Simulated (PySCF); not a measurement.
# CrH₄⁻: structure of the doublet

Where does doublet CrH₄⁻ go from a tetrahedral start, is the end point a minimum, and what are its modes, charges and moments?

The runs use PySCF 2.14.0; PBE0, basis Cr def2-TZVPD, H def2-TZVPD, no relativity, density fitting.

**1. The starting structure**

5 atoms, charge -1, spin multiplicity 2.

Bond lengths: Cr1–H2 1.540 Å, Cr1–H3 1.540 Å, Cr1–H4 1.540 Å, Cr1–H5 1.540 Å. Angles: H2–Cr1–H3 109.5°, H2–Cr1–H4 109.5°, H2–Cr1–H5 109.5°, H3–Cr1–H4 109.5°, H3–Cr1–H5 109.5°, H4–Cr1–H5 109.5°.

Coordinates in bohr (charge -1 multiplicity 2):
```
Cr    0.0000    0.0000    0.0000
H     2.3762   -0.0001    1.6802
H    -2.3762    0.0000    1.6802
H     0.0001    2.3762   -1.6801
H    -0.0001   -2.3761   -1.6803
```

**2. Tetrahedral start, doublet: relaxation**

The steps below are one call of a driver around PySCF. For each, scf.py gives the equivalent set-up of the SCF; relaxations use the driver's own optimiser. Before each start the driver seeks the lowest SCF state from one or more starting densities and follows internal instabilities, so scf.py alone need not reach the same state.

The program finds Td symmetry in the start, which this walk keeps. Threshold on the gradient: 0.0003 Eh/bohr, with a further test on the energy change.

scf.py

```python
from pyscf import gto, scf, dft
mol = gto.M(atom='''
Cr     0.000000     0.000000    -0.000000
H      1.257412    -0.000059     0.889125
H     -1.257412    -0.000000     0.889125
H      0.000029     1.257441    -0.889083
H     -0.000029    -1.257383    -0.889166''',
    basis={'Cr': 'def2-TZVPD', 'H': 'def2-TZVPD'},
    charge=-1, spin=1)
mf = dft.UKS(mol, xc='PBE0')
mf.grids.atom_grid = (50, 194)
aux = {'Cr': 'def2-universal-JKFIT', 'H': 'def2-universal-JKFIT'}
mf = mf.density_fit(auxbasis=aux)
mf.kernel()
```

Further steps of the session: Relaxing without the symmetry constraint; Vibrations and properties at this point; Downhill along the imaginary mode; Frequencies.

What does the calculation give? Wanted: minimum; geometry; wavenumbers; dipole moment; highest occupied, lowest empty level; polar-tensor charge of Cr1; zero-point energy; ⟨S²⟩.

As calculated:

```
                                          quantity                                                                  value
                                           minimum                                        broken-symmetry (Ms = 1/2), D2d
                                          geometry               Cr–H 1.675 Å (×4); H–Cr–H 88.7° (×2), H–Cr–H 120.8° (×4)
                                wavenumbers (cm⁻¹)  240 (e), 500 (b1), 631 (b2), 671 (a1), 1465 (e), 1552 (b2), 1627 (a1)
                    dipole moment (centre of mass)                                                                 0.00 D
highest occupied, lowest empty level (either spin)                                                         -0.13, 3.14 eV
                        polar-tensor charge of Cr1                                                                +0.77 e
                                 zero-point energy                                                            50.2 kJ/mol
                               entropy at 298.15 K                                                        247.9 J/(mol K)
                                              ⟨S²⟩                                                                  1.770
```

The tetrahedral start (Td) ends in a minimum of D2d symmetry, after a stop at a saddle point 2.6 kJ/mol higher, from which it was pushed off along an imaginary mode. The determinant is spin-contaminated (⟨S²⟩ = 1.77 against 0.75), so it is no pure spin state. The strongest infrared band lies at 1465 cm⁻¹ (e, stretch). Other starts or spin states, not run here, may lie lower. Open d and f shells are described by one determinant, and the ground state may have another occupation or spin.
